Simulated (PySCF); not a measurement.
# [TlCl4]−: other functionals and bases at one geometry

How far do other levels of theory move the description of [TlCl4]−, and what does each cost? The structure is generated, not taken from experiment.

Program: PySCF 2.14.0. Level of theory: several levels, as the steps say, no spin–orbit coupling. These are calculated values, not measurements.

1 further run of the same task is left out (for a known fault of the program).

## Step 1: The system as given

5 atoms, charge -1, spin multiplicity 1.

Bond lengths: Tl1–Cl2 2.471 Å, Tl1–Cl3 2.471 Å, Tl1–Cl4 2.471 Å, Tl1–Cl5 2.471 Å. Angles: Cl2–Tl1–Cl3 109.5°, Cl2–Tl1–Cl4 109.5°, Cl2–Tl1–Cl5 109.5°, Cl3–Tl1–Cl4 109.5°, Cl3–Tl1–Cl5 109.5°, Cl4–Tl1–Cl5 109.5°.

Geometry (Å):

```xyz
5
charge -1, multiplicity 1
Tl    0.00000    0.00000    0.00000
Cl    1.42644    1.42644    1.42644
Cl   -1.42644   -1.42644    1.42644
Cl    1.42644   -1.42644   -1.42644
Cl   -1.42644    1.42644   -1.42644
```

Formal oxidation states: Tl +3. An earlier session relaxed this geometry at PBE0, Tl def2-SVP with ECP60, Cl def2-SVP (singlet, point group Td).

At PBE0 on the finer grid: E = -2012.379054 Eh, HOMO -4.36 eV, LUMO 1.16 eV, Mulliken charge on Tl1 +0.54 e, largest force component 0.014 eV/Å. 

Levels to run: CAM-B3LYP; TPSSh; PBE0, TZVP. Hardware: 2 threads of Intel Xeon 6975P-C (Granite Rapids), shared host.

## Step 2: CAM-B3LYP

File run.py (the lines that set the calculation):

```python
mol = gto.M(atom='''
Tl     0.00000     0.00000     0.00000
Cl     1.42644     1.42644     1.42644
Cl    -1.42644    -1.42644     1.42644
Cl     1.42644    -1.42644    -1.42644
Cl    -1.42644     1.42644    -1.42644''',
    basis={'Tl': 'def2-SVP', 'Cl': 'def2-SVP'},
    ecp={'Tl': 'def2-SVP'},
    charge=-1, spin=0)
mf = dft.RKS(mol, xc='CAMB3LYP')
mf.grids.atom_grid = (75, 302)
mf = mf.density_fit()  # fitting sets: Tl def2-universal-JKFIT, Cl def2-universal-JKFIT
mf.conv_tol = 1e-08; mf.max_cycle = 55
mf.kernel(dm0)  # dm0: the density of the relaxed state
```

The run is started by

```bash
$ OMP_NUM_THREADS=2 python run.py
```

## Step 3: TPSSh

Changes to run.py (the lines that set the calculation) since step 2:

```diff
@@ -9,3 +9,3 @@
     charge=-1, spin=0)
-mf = dft.RKS(mol, xc='CAMB3LYP')
+mf = dft.RKS(mol, xc='TPSSH')
 mf.grids.atom_grid = (75, 302)
```

## Step 4: PBE0, TZVP

Basis: Tl def2-TZVP with ECP60, Cl def2-TZVP. 

File run.py (the lines that set the calculation):

```python
mol = gto.M(atom='''
Tl     0.00000     0.00000     0.00000
Cl     1.42644     1.42644     1.42644
Cl    -1.42644    -1.42644     1.42644
Cl     1.42644    -1.42644    -1.42644
Cl    -1.42644     1.42644    -1.42644''',
    basis={'Tl': 'def2-TZVP', 'Cl': 'def2-TZVP'},
    ecp={'Tl': 'def2-TZVP'},
    charge=-1, spin=0)
mf = dft.RKS(mol, xc='PBE0')
mf.grids.atom_grid = (75, 302)
mf = mf.density_fit()  # fitting sets: Tl def2-universal-JKFIT, Cl def2-universal-JKFIT
mf.conv_tol = 1e-08; mf.max_cycle = 55
mf.kernel(dm0)  # dm0: free metal ions and neutral atoms
```

Q: Predict the outcome of this session. Wanted: for each run, HOMO; gap; charge on Tl1; dipole; largest force.

The runs gave:

| level | state | HOMO (eV) | gap (eV) | charge on Tl1 (e) | dipole (D) | largest force (eV/Å) | basis functions | time |
| --- | --- | --- | --- | --- | --- | --- | --- | --- |
| PBE0 (relaxed here) | singlet | -4.36 | 5.52 | 0.54 | 0.00 | 0.01 | 98 | 6.9 s |
| CAM-B3LYP | singlet | -5.60 | 7.87 | 0.50 | 0.00 | 0.05 | 98 | 4.2 s |
| TPSSh | singlet | -3.63 | 4.36 | 0.55 | 0.00 | 0.09 | 98 | 3.8 s |
| PBE0, TZVP | singlet | -4.77 | 5.50 | 0.92 | 0.00 | 0.17 | 198 | 8.6 s |

Times are on 2 threads of Intel Xeon 6975P-C (Granite Rapids), shared host; the first row also made further properties. The dipole of a charged species depends on the origin, so these sizes hold for this origin alone.

In one basis the HOMO–LUMO gap runs from 4.36 eV (TPSSh) to 7.87 eV (CAM-B3LYP). The largest leftover force, 0.17 eV/Å with PBE0, TZVP, stands at a geometry relaxed at another level. The Mulliken charge on Tl spans +0.50 to +0.92 e over the levels. Total energies of different levels can't be compared. Spin–orbit coupling is left out throughout.
